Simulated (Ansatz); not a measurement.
# C2H6OSi: up Jacob's ladder to CCSD(T)

The task here is to estimate one member of a computed series from the others.

The runs use Ansatz 0.2.0, Gaussian basis; functionals in def2-TZVPP, the program's frozen cores in correlated methods.

The runs, in order: LDA (SPW92), PBE-D4, revPBE-D4, BLYP-D4, r2SCAN-D4, B97M-V, PBE0-D4, B3LYP-D4, r2SCANh-D4, r2SCAN0-D4, HSE06-D4, BHLYP-D4, CAM-B3LYP-D4, LC-ωPBE, ωB97X-V, ωB97M-V, B2PLYP, PBE-QIDH; CCSD(T)/def2-SVP; CCSD(T)/def2-TZVPP; MP2/def2-QZVPP; extrapolation to the limit; RPA on PBE.

## Structure used throughout

All runs share one geometry, relaxed beforehand with PBE0-D4 in a triple-zeta def2 set.

SMILES `[SiH3]C1CO1`, 10 atoms, charge 0, spin multiplicity 1.

Atoms are counted from 1 here; the program's logs count them from 0.

Bond lengths: Si1–C2 1.875 Å, Si1–H5 1.488 Å, Si1–H6 1.486 Å, Si1–H7 1.485 Å, C2–C3 1.468 Å, C2–O4 1.436 Å, C2–H8 1.091 Å, C3–O4 1.409 Å, C3–H9 1.088 Å, C3–H10 1.087 Å. Angles: C2–Si1–H5 109.6°, C2–Si1–H6 110.4°, C2–Si1–H7 108.4°, H5–Si1–H6 108.8°, H5–Si1–H7 109.8°, H6–Si1–H7 109.8°, Si1–C2–C3 121.2°, Si1–C2–O4 115.4°, Si1–C2–H8 118.4°, C3–C2–O4 58.0°, C3–C2–H8 115.8°, O4–C2–H8 113.1°, C2–C3–O4 59.8°, C2–C3–H9 119.8°, C2–C3–H10 118.9°, O4–C3–H9 115.5°, O4–C3–H10 115.3°, H9–C3–H10 115.5° and more.

The first run:

in.yaml

```yaml
crystal:
  periodic: [false, false, false]
  atoms:
    - {symbol: Si, position_ang: [-0.130540, 1.411463, 0.175739]}
    - {symbol: C, position_ang: [-0.524444, -0.415523, 0.029229]}
    - {symbol: C, position_ang: [0.515966, -1.391967, -0.315665]}
    - {symbol: O, position_ang: [0.085320, -1.258279, 1.018721]}
    - {symbol: H, position_ang: [-0.545468, 2.111901, -1.069675]}
    - {symbol: H, position_ang: [-0.858691, 2.007409, 1.325303]}
    - {symbol: H, position_ang: [1.333555, 1.561761, 0.374749]}
    - {symbol: H, position_ang: [-1.547550, -0.707527, -0.211107]}
    - {symbol: H, position_ang: [1.529784, -1.052894, -0.517362]}
    - {symbol: H, position_ang: [0.225169, -2.317444, -0.806932]}
basis:
  gaussian: {orbitals: def2-TZVPP}
hamiltonian: {xc: lda}
output: {orbitals: {seedname: orbitals}}
```

Steps of the session up to this table: LDA; PBE-D4 (GGA); revPBE-D4 (GGA); BLYP-D4 (GGA); r2SCAN-D4 (meta-GGA); B97M-V (meta-GGA); PBE0-D4 (hybrid); B3LYP-D4 (hybrid); r2SCANh-D4 (hybrid); r2SCAN0-D4 (hybrid); HSE06-D4 (hybrid); BHLYP-D4 (hybrid); CAM-B3LYP-D4 (range-separated); LC-ωPBE (range-separated); ωB97X-V (range-separated); ωB97M-V (range-separated); B2PLYP (double hybrid); PBE-QIDH (double hybrid).

One of the session's tables, all rows but one given; the rest of the session is left out.

It belongs to the step «Frontier levels by functional». 

```
  functional  HOMO (eV)  LUMO (eV)  gap (eV)
 LDA (SPW92)      -6.34      -0.38      5.96
      PBE-D4      -6.21      -0.17      6.04
   revPBE-D4      -6.16      -0.07      6.08
     BLYP-D4      -6.11      -0.07      6.04
   r2SCAN-D4      -6.53       0.30      6.83
      B97M-V      -6.73      -0.04      6.69
     PBE0-D4      -7.81       0.65      8.46
    B3LYP-D4      -7.56       0.41      7.96
  r2SCANh-D4      -7.13       0.57      7.70
  r2SCAN0-D4      -8.05       0.95      9.00
    HSE06-D4      -7.41       0.28      7.68
    BHLYP-D4      -9.35       1.40     10.75
CAM-B3LYP-D4          ?          ?         ?
     LC-ωPBE     -10.57       2.73     13.29
     ωB97X-V     -10.26       2.58     12.84
     ωB97M-V     -10.20       2.21     12.41
```

Estimate the missing values for CAM-B3LYP-D4.

The run gave: HOMO (eV): -9.25; LUMO (eV): 1.55; gap (eV): 10.80. In the column «HOMO (eV)» it lies between BHLYP-D4 (-9.35) and r2SCAN0-D4 (-8.05).
